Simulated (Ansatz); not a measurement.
# BeMg− (doublet): the correlation ladder at distance Be1–Mg2 = 6.009 Å, aug-cc-pVDZ

Aim: climb from Hartree-Fock through coupled cluster and multireference methods for BeMg− (doublet) at one geometry and basis, and see what each rung misses.

Method: aug-cc-pVDZ, core rule «outside noble gas», up to 6 orbitals frozen; program: Ansatz 0.2.0, Gaussian basis.

To be run: UHF; CCSD(T) on ROHF; CCSD(T) on UHF; BCCD(T) on ROHF; CISD; CCSDT(Q) on ROHF; CCSDT(Q) on UHF; CASSCF and MRCISD+Q, 3 electrons in 3 orbitals; CASSCF and NEVPT2, 3 electrons in 3 orbitals; CASSCF and MRCISD+Q, 5 electrons in 8 orbitals; CASSCF and NEVPT2, 5 electrons in 8 orbitals; Full CI.

22 further runs of the same task are left out: 2 for a known fault of the program, 19 that didn't finish, 1 set aside as unsound or not needed.

## 1. What is computed

The geometry derives from a PBE0/def2-TZVPD stationary point (not a proven minimum). One bond is set to the value named and the two fragments are kept rigid.

2 atoms, charge -1, spin multiplicity 2.

Atoms are counted from 1 here; the program's logs count them from 0.

No contacts short enough for the rule that draws bonds.

Coordinates:

```xyz
2
charge -1, multiplicity 2
Be    0.00000    0.00000    0.00000
Mg    0.00000    0.00000    6.00900
```

## 2. UHF

File in.yaml:

```yaml
crystal:
  periodic: [false, false, false]
  atoms:
    - {symbol: Be, position_ang: [0.000000, 0.000000, 0.000000]}
    - {symbol: Mg, position_ang: [0.000000, 0.000000, 6.009000]}
basis:
  gaussian: {orbitals: aug-cc-pVDZ}
total_charge: -1
magnetization: {spin_polarized: true, initial_magnetization: 1}
hamiltonian: {xc: hf}
output: {orbitals: {seedname: orbitals}}
```

Command:

```bash
ansatz run in.yaml --threads 1 --pin off --events-out ev --progress --plain --max-ram 2393MiB
```

After this run come: CCSD(T) on ROHF; CCSD(T) on UHF; BCCD(T) on ROHF; CISD; CCSDT(Q) on ROHF; CCSDT(Q) on UHF; CASSCF and MRCISD+Q, 3 electrons in 3 orbitals; CASSCF and NEVPT2, 3 electrons in 3 orbitals; CASSCF and MRCISD+Q, 5 electrons in 8 orbitals; CASSCF and NEVPT2, 5 electrons in 8 orbitals; Full CI.

Before running them: what should the planned runs give, taken together? Wanted: FCI below the RHF energy; RMP2 from FCI; UMP2 from FCI; RCCSD from FCI; RCCSD(T) from FCI; UCCSD(T) from FCI; RCCSDT(Q) from FCI; UCCSDT(Q) from FCI; NEVPT2 pair from FCI.

The runs gave:

| quantity | value |
| --- | --- |
| FCI below the RHF energy | -2.3389 eV |
| RMP2 from FCI | +92.0 kJ/mol |
| UMP2 from FCI | +94.3 kJ/mol |
| RCCSD from FCI | +6.9 kJ/mol |
| RCCSD(T) from FCI | +2.4 kJ/mol |
| UCCSD(T) from FCI | +2.5 kJ/mol |
| RCCSDT(Q) from FCI | 0.0 kJ/mol |
| UCCSDT(Q) from FCI | +0.1 kJ/mol |
| NEVPT2 pair from FCI | +82.1 kJ/mol |
| NEVPT2 valence from FCI | +29.5 kJ/mol |
| MRCISD+Q valence from FCI | +2.1 kJ/mol |
| levels within 1 kcal/mol (43 meV) | RCCSD(T), UCCSD(T), BCCD(T), RCCSDT, UCCSDT, RCCSDT(Q), UCCSDT(Q), MRCISD+Q valence |
| T1 diagnostic | 0.151 |
| effectively unpaired electrons | 1.26 |

What this shows: RCCSD(T) lands +2.4 kJ/mol from the yardstick (1.1 % of the correlation energy). The occupations show some static correlation. Of the multireference levels listed MRCISD+Q valence comes nearest in total energy (+2.1 kJ/mol), which doesn't show that its space is the better one. Coupled cluster took another determinant than the lowest Hartree-Fock one. These misses are within one basis, not against nature; the frozen cores of restricted and unrestricted runs differ, which can shift their rows. The highest orbital lies above zero: the basis alone holds the extra electron.
